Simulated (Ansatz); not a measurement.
# CH₄Ge + H₂S: a complex and its separated parts

The complex below is one end of an elementary step. How strongly is it bound against its free parts?

Method: PBE0-D4/def2-TZVP structures, single points in def2-TZVPP, no counterpoise correction; program: Ansatz 0.2.0, Gaussian basis.

Levels: SPW92, PBE-D4, BLYP-D4, r2SCAN-D4, B97M-V, PBE0-D4, B3LYP-D4, r2SCAN0-D4, BHLYP-D4, CAM-B3LYP-D4, wB97X-V, wB97M-V, B2PLYP, PBE-QIDH, RPA on PBE, Hartree-Fock, MP2, CCSD, CCSD(T).

Correlated methods freeze the cores. Filled d shells of the heavier atoms are correlated. B3LYP uses VWN-RPA correlation. B2PLYP carries no dispersion term here.

56 further runs of the same task are left out: 56 set aside as unsound or not needed.

## (1) The system as given

The complex: 9 atoms, charge 0, spin multiplicity 1.

Atoms are counted from 1 here; the program's logs count them from 0.

Bond lengths: Ge1–C3 1.771 Å, Ge1–H5 1.526 Å, Ge1–H6 1.526 Å, S2–H4 1.342 Å, S2–H7 1.342 Å, C3–H8 1.082 Å, C3–H9 1.082 Å. Angles: C3–Ge1–H5 122.6°, C3–Ge1–H6 122.4°, H5–Ge1–H6 114.7°, H4–S2–H7 92.1°, Ge1–C3–H8 121.5°, Ge1–C3–H9 121.4°, H8–C3–H9 117.1°.

Coordinates:

```xyz
9
charge 0, multiplicity 1
Ge   -0.7953    0.8434    0.0244
S     2.3607    0.0473   -1.1132
C    -1.4865   -0.6447    0.6898
H     1.6743   -1.1041   -1.0471
H    -1.0175    1.2788   -1.4208
H    -0.0358    1.8497    0.8849
H     2.6869   -0.0164    0.1868
H    -1.3398   -0.9216    1.7256
H    -2.0468   -1.3323    0.0695
```

Its parts: CH₄Ge holds atoms 1, 3, 5, 6, 8, 9; H₂S holds atoms 2, 4, 7. Each part counts its atoms afresh in its own runs.

## (2) Relaxing CH₄Ge alone

File relax-a/in.yaml:

```yaml
crystal:
  periodic: [false, false, false]
  atoms:
    - {symbol: Ge, position_ang: [-0.795315, 0.843406, 0.024383]}
    - {symbol: C, position_ang: [-1.486537, -0.644747, 0.689757]}
    - {symbol: H, position_ang: [-1.017499, 1.278754, -1.420814]}
    - {symbol: H, position_ang: [-0.035850, 1.849710, 0.884857]}
    - {symbol: H, position_ang: [-1.339828, -0.921572, 1.725615]}
    - {symbol: H, position_ang: [-2.046824, -1.332265, 0.069534]}
basis:
  gaussian: {orbitals: def2-TZVP}
hamiltonian: {xc: pbe0, dispersion: d4}
relax: {f_tol: 0.005, max_steps: 200}
```

Command:

```sh
ansatz run in.yaml --threads 4 --pin off --events-out ev --progress --plain --max-ram 9574MiB
```

The runs that follow: Relaxing H₂S alone; SPW92/def2-TZVPP; PBE-D4/def2-TZVPP; BLYP-D4/def2-TZVPP; r2SCAN-D4/def2-TZVPP; B97M-V/def2-TZVPP; PBE0-D4/def2-TZVPP; B3LYP-D4/def2-TZVPP; r2SCAN0-D4/def2-TZVPP; BHLYP-D4/def2-TZVPP; CAM-B3LYP-D4/def2-TZVPP; wB97X-V/def2-TZVPP; wB97M-V/def2-TZVPP; B2PLYP/def2-TZVPP; PBE-QIDH/def2-TZVPP; RPA on PBE/def2-TZVPP; CCSD(T)/def2-TZVPP; Vibrations of CH₄Ge; Vibrations of H₂S.

Q: Predict the outcome of this session. Wanted: complex less parts, CCSD(T)/def2-TZVPP; with zero-point energy; largest T1 diagnostic.

**Answer**, as computed:

```
                              quantity           value
complex less parts, CCSD(T)/def2-TZVPP  -1.37 kcal/mol
                with zero-point energy  -0.35 kcal/mol
                 largest T1 diagnostic           0.014
```

**Reading.** At CCSD(T) the complex lies 1.37 kcal/mol below its parts. Among the functionals B2PLYP lands nearest to CCSD(T) (+0.51 kcal/mol) and SPW92 farthest (-3.28 kcal/mol). By rung, the mean size of the error is: LDA 3.28, GGA 1.51, meta-GGA 0.99, hybrid 1.25, range-separated hybrid 1.04, double hybrid 0.54 kcal/mol. PBE-D4 gives a relative energy 1.89 kcal/mol too low, an error of 138 % of the reference. No counterpoise was applied, and triple zeta lacks some correlation, so the CCSD(T) reference has a basis error of its own, and close matches with it are partly luck. The restricted Hartree–Fock reference is unstable towards an unrestricted one at one or more of these structures.
